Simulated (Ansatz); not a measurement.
# LuCd: how the settings move a relaxation

Question: which choices in the input matter for LuCd?

Computed with Ansatz 0.2.0 (reference: DFT, r2SCAN, PAW with Ansatz's default frozen-core files, scalar-relativistic; relaxation of cell and atoms, unless a step's input says otherwise).

## 1. Starting point

The structure is cubic, space group Pm-3m (No. 221). The conventional cell has a = 3.641 Å, b = 3.641 Å, c = 3.641 Å, α = 90.00°, β = 90.00°, γ = 90.00°. Around Lu (site symmetry m-3m) lie 8 Cd at 3.15 Å. Around Cd (site symmetry m-3m) lie 8 Lu at 3.15 Å.

Structure file:

```cif
data_structure
_symmetry_space_group_name_H-M 'Pm-3m'
_symmetry_Int_Tables_number 221
_cell_length_a 3.6410
_cell_length_b 3.6410
_cell_length_c 3.6410
_cell_angle_alpha 90.000
_cell_angle_beta 90.000
_cell_angle_gamma 90.000
_cell_volume 48.27
loop_
_atom_site_label
_atom_site_type_symbol
_atom_site_symmetry_multiplicity
_atom_site_Wyckoff_symbol
_atom_site_fract_x
_atom_site_fract_y
_atom_site_fract_z
_atom_site_occupancy
Lu1 Lu 1 b 0.50000 0.50000 0.50000 1
Cd1 Cd 1 a 0.00000 0.00000 0.00000 1
```

## 2. Baseline

Contents of input.yaml:

```yaml
crystal:
  lattice:
    - [3.64099005, 0.0, 0.0]
    - [0.0, 3.64099005, 0.0]
    - [0.0, 0.0, 3.64099005]
  atoms:
    - { symbol: Lu, position: [0.5, 0.5, 0.5] }
    - { symbol: Cd, position: [0.0, 0.0, 0.0] }
kpoints:
  mp_grid: { grid: [10, 10, 10] }
scf:
  occupations: { method: fermi_dirac, width: 0.1 }
hamiltonian:
  xc: r2scan
  pseudopotentials: { kind: paw }
relax:
  f_tol: 0.002
  max_steps: 80
  cell: {}
output:
  forces: true
  stress: true
```

Launch:

```sh
> ansatz run input.yaml --threads 1 --pin off --max-ram 3072MiB --backend cpu --events-out ev --progress --plain --runs-dir out
```

## 3. Changing settings: xc_grid 1

Changes to input.yaml since step 2:

```diff
@@ -22 +22,3 @@
   stress: true
+basis:
+  xc_grid: 1
```

**Question.** What will these runs give? Wanted: for each run, ending; energy change; pressure; gap; force.

The runs gave:

```tsv
run	ending	energy change	pressure (GPa)	gap (eV)	force (eV/Å)	cycles	time
reference	converged	0	0.0	0.00	0.00	26	31 s
1: xc_grid 1	converged	0.0 meV/atom	0.0	0.00	0.00	26	27 s
```

**Reading.** Changing the numerical grids hardly moves the energy: 0.0 meV/atom.
